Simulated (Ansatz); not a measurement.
# Cu: the cost of one run

Method: DFT PBEsol, scalar-relativistic, plane waves, PAW, in Ansatz 0.2.0.

4 further runs of the same task are left out: 2 that didn't finish, 2 set aside as unsound or not needed.

**1. Starting point**

It takes space group Cmcm (No. 63, orthorhombic). Conventional cell: a = 2.430 Å, b = 7.920 Å, c = 2.468 Å, α = 90.00°, β = 90.00°, γ = 90.00°. Cu (site symmetry m2m) has 10 Cu at 2.43 to 2.53 Å as nearest neighbours.

Coordinates:

```
Cu
1.0
     1.21480   -3.95985    0.00000
     1.21480    3.95985    0.00000
     0.00000    0.00000    2.46771
Cu
2
Direct
  0.13385 0.86615 0.25000
  0.86615 0.13385 0.75000
```

It goes back to an entry of the Materials Project, which need not be the stable form.

This cell was relaxed beforehand with the same method: volume 11.87 Å³/atom, gap on the mesh none (metal).

**2. The reference cell**

Reference values: F = -13177.2284 eV; pressure 0.04 GPa; largest force 0.000 eV/Å; gap on the mesh none (metal). It was computed beforehand with the settings of the runs below.

**3. The scan: a strain scan**

The cell is strained by ε times the Voigt pattern (1, 0, 0, 0, 0, 0) (xx, yy, zz, yz, xz, xy; engineering shear), with fractional coordinates fixed (clamped ions). The stress on the pattern is the sum of the stress components weighted by it, tension positive.

**4. ε = -0.0400**

input.yaml reads:

```yaml
crystal:
  lattice:
    - [1.1662056439, -3.9598457492, 0.0]
    - [1.1662056439, 3.9598457492, 0.0]
    - [0.0, 0.0, 2.4677050569]
  atoms:
    - { symbol: Cu, position: [0.1338530444, 0.8661469556, 0.25] }
    - { symbol: Cu, position: [0.8661469556, 0.1338530444, 0.75] }
basis:
  ecutwfc: 420
kpoints:
  mp_grid: { grid: [26, 26, 24] }
hamiltonian:
  xc: pbesol
scf:
  occupations: { method: gaussian, width: 0.15 }
output:
  forces: true
  stress: true
  eigenvalues: true
```

Started as:

```console
ansatz run input.yaml --threads 1 --pin off --max-ram 2560MiB --backend cpu --events-out ev --progress --plain --runs-dir out
```

What time and memory should one allow on 1 thread of Intel Xeon 6975P-C (Granite Rapids), shared host?

About 30 s, with a peak of 1.2 GiB.
